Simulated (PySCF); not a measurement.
# C7H8 (cycloheptatriene) at 6 levels

Wanted: a comparison of 6 runs (HF/STO-3G, HF/3-21G, B2PLYP/6-31G*, B3LYP/6-31G*, wB97M-V/6-31G*, SCS-MP2/6-31G*) of C7H8 (cycloheptatriene). Input form: a Python script.

The calculation is run with PySCF 2.14.0.

1 further run of the same task is left out (set aside as unsound or not needed).

## 1. Starting point

C7H8 has 15 atoms, charge 0, and is taken as a singlet. SMILES: `C1=CC=CCC=C1`. The C1–H8 distance was set to 1.950 Å, away from the relaxed value. At this shape a bond of the SMILES string is far longer than usual.

Bond lengths: C1–C2 1.351 Å, C2–C3 1.436 Å, C3–C4 1.338 Å, C4–C5 1.495 Å, C5–C6 1.496 Å, C1–C7 1.435 Å, C6–C7 1.338 Å, C2–H9 1.083 Å, C3–H10 1.083 Å, C4–H11 1.081 Å, C5–H12 1.088 Å, C5–H13 1.094 Å, C6–H14 1.082 Å, C7–H15 1.083 Å. Some angles: C1–C2–C3 124.6°, C2–C1–C7 124.6°, C2–C3–C4 124.7°, C3–C4–C5 121.2°, C4–C5–C6 103.9°, C5–C6–C7 121.2°, C1–C7–C6 124.7°, C1–C2–H9 118.5°, C3–C2–H9 116.3°, C2–C3–H10 115.9°.

## 2. The energy at HF/STO-3G (run 1)

input.py

```python
from pyscf import gto, scf

mol = gto.M(
    atom='''
C   -0.366646  -0.155995   0.664647
C    0.934924  -0.504105   0.767027
C    1.771164  -0.870125  -0.341053
C    1.682654  -0.343045  -1.568193
C    0.795374   0.828195  -1.845803
C   -0.585786   0.262825  -1.746403
C   -1.102226  -0.102185  -0.566883
H   -1.404630   0.050810   2.301950
H    1.352614  -0.655735   1.754847
H    2.500294  -1.647215  -0.147993
H    2.256664  -0.753355  -2.387233
H    0.986754   1.256285  -2.827473
H    0.939334   1.593225  -1.077163
H   -1.161586   0.159345  -2.656043
H   -2.140226  -0.405725  -0.512083
''',
    max_memory=1860,
    verbose=3,
    basis='sto-3g',
)

mf = scf.RHF(mol)
mf.conv_tol = 1e-10
mf.kernel()
if not mf.converged:
    mf = mf.newton().run(mf.mo_coeff, mf.mo_occ)

e_tot = mf.e_tot
print('Final energy', e_tot)
```

Launch:

```console
$ OMP_NUM_THREADS=1 python input.py
```

What it wrote:

```text
converged SCF energy = -266.183521006576
Final energy -266.1835210065763
```

Wall time 1.2 s (1 thread of Intel Xeon at 2.70GHz, shared host); peak memory 0.1 GiB.

## 3. A single-point energy at HF/3-21G (run 2)

input.py

```python
from pyscf import gto, scf

molecule = gto.M(
    atom='''
C     -0.692861    -0.294788     1.256001
C      1.766750    -0.952620     1.449471
C      3.347015    -1.644298    -0.644497
C      3.179755    -0.648261    -2.963455
C      1.503039     1.565062    -3.488062
C     -1.106975     0.496667    -3.300223
C     -2.082905    -0.193102    -1.071254
H     -2.654366     0.096017     4.350055
H      2.556070    -1.239160     3.316180
H      4.724871    -3.112785    -0.279666
H      4.264477    -1.423635    -4.511217
H      1.864695     2.374035    -5.343150
H      1.775084     3.010759    -2.035543
H     -2.195079     0.301118    -5.019194
H     -4.044441    -0.766709    -0.967697
''',
    verbose=3,
    max_memory=1860,
    spin=0,
    basis='3-21g',
    unit='bohr',
)

calc0 = scf.RHF(molecule)
calc0.conv_tol = 1e-10
calc0.kernel()
if not calc0.converged:
    calc0 = calc0.newton().run(calc0.mo_coeff, calc0.mo_occ)

energy = calc0.e_tot
print('E = %.10f Eh' % energy)
```

Launch:

```console
$ OMP_NUM_THREADS=1 python input.py
```

What it wrote:

```text
converged SCF energy = -268.029779704421
E = -268.0297797044 Eh
```

Wall time 1.7 s (1 thread of Intel Xeon at 2.70GHz, shared host); peak memory 0.14 GiB.

Runs 3 to 5 aren't shown in full; the table further down has their settings and results.

## 4. A single-point energy at SCS-MP2/6-31G(d) (spherical functions) (run 6)

calc.py

```python
from pyscf import gto, scf, mp

mol = gto.M(
    atom='''
C     -0.692861    -0.294788     1.256001
C      1.766750    -0.952620     1.449471
C      3.347015    -1.644298    -0.644497
C      3.179755    -0.648261    -2.963455
C      1.503039     1.565062    -3.488062
C     -1.106975     0.496667    -3.300223
C     -2.082905    -0.193102    -1.071254
H     -2.654366     0.096017     4.350055
H      2.556070    -1.239160     3.316180
H      4.724871    -3.112785    -0.279666
H      4.264477    -1.423635    -4.511217
H      1.864695     2.374035    -5.343150
H      1.775084     3.010759    -2.035543
H     -2.195079     0.301118    -5.019194
H     -4.044441    -0.766709    -0.967697
''',
    basis='6-31g*',
    max_memory=1860,
    unit='bohr',
    verbose=3,
)

hf = scf.RHF(mol)
hf.conv_tol = 1e-10
hf.kernel()
if not hf.converged:
    hf = hf.newton().run(hf.mo_coeff, hf.mo_occ)

pt = mp.MP2(hf, frozen=7).run()
e_final = hf.e_tot + 1.2 * pt.e_corr_os + pt.e_corr_ss / 3
print(f'total energy: {e_final:.8f} hartree')
```

Launch:

```console
$ OMP_NUM_THREADS=1 python calc.py
```

What it wrote:

```text
converged SCF energy = -269.529169178112
E(RMP2) = -270.430678235807  E_corr = -0.9015090576945
E(SCS-RMP2) = -270.411996778917  E_corr = -0.882827600804888
total energy: -270.41199678 hartree
```

Wall time 8.1 s (1 thread of Intel Xeon at 2.70GHz, shared host); peak memory 0.38 GiB.

## 5. All runs side by side

| run | level | frozen core orbitals | integration grid | energy (Eh) | dipole moment (D) of the reference | HOMO energy (eV) | LUMO energy (eV) | wall time |
| --- | --- | --- | --- | --- | --- | --- | --- | --- |
| 1 | HF/STO-3G | – | – | -266.183521 | 0.96 | -6.68 | 5.47 | 1.2 s |
| 2 | HF/3-21G | – | – | -268.029780 | 1.76 | -8.57 | 2.46 | 1.7 s |
| 3 | B2PLYP/6-31G* (spherical functions) | 7 | 5 | -271.049992 | 1.82 | -7.18 | -0.06 | 50 s |
| 4 | B3LYP/6-31G* (spherical functions) | – | 5 | -271.377295 | 1.78 | -6.21 | -1.65 | 48 s |
| 5 | wB97M-V/6-31G* (spherical functions) | – | 5 | -271.241416 | 1.60 | -8.49 | 0.64 | 6 min |
| 6 | SCS-MP2/6-31G* (spherical functions) | 7 | – | -270.411997 | 2.02 | -8.55 | 2.32 | 8.1 s |

## 6. Outcome

```
                                          quantity          value
                               run 6: total energy  -270.41200 Eh
       run 6: dipole moment (Hartree–Fock density)         2.02 D
        run 6: HOMO energy (Hartree–Fock orbitals)       -8.55 eV
        run 6: LUMO energy (Hartree–Fock orbitals)        2.32 eV
      run 6: HOMO–LUMO gap (Hartree–Fock orbitals)       10.86 eV
run 6: correlation energy (7 core orbitals frozen)     -882.8 mEh
```

Over runs 1, 2, 3, 4, 5 the dipole moment (its size) runs from 0.96 D (HF/STO-3G) to 1.82 D (B2PLYP/6-31G*). The two ends differ in method and basis. A double hybrid's value is that of its SCF part. Over runs 1, 2, 3, 4, 5 the HOMO–LUMO gap runs from 4.56 eV (B3LYP/6-31G*) to 12.15 eV (HF/STO-3G). Totals of different functionals can't be ranked against each other. In run 1 the basis is minimal, so the values are rough. In runs 1, 2, 3, 4, 5, 6 a closed-shell determinant meets a far-stretched bond, which it describes badly. All runs together took 7.9 min, the longest 6 min.
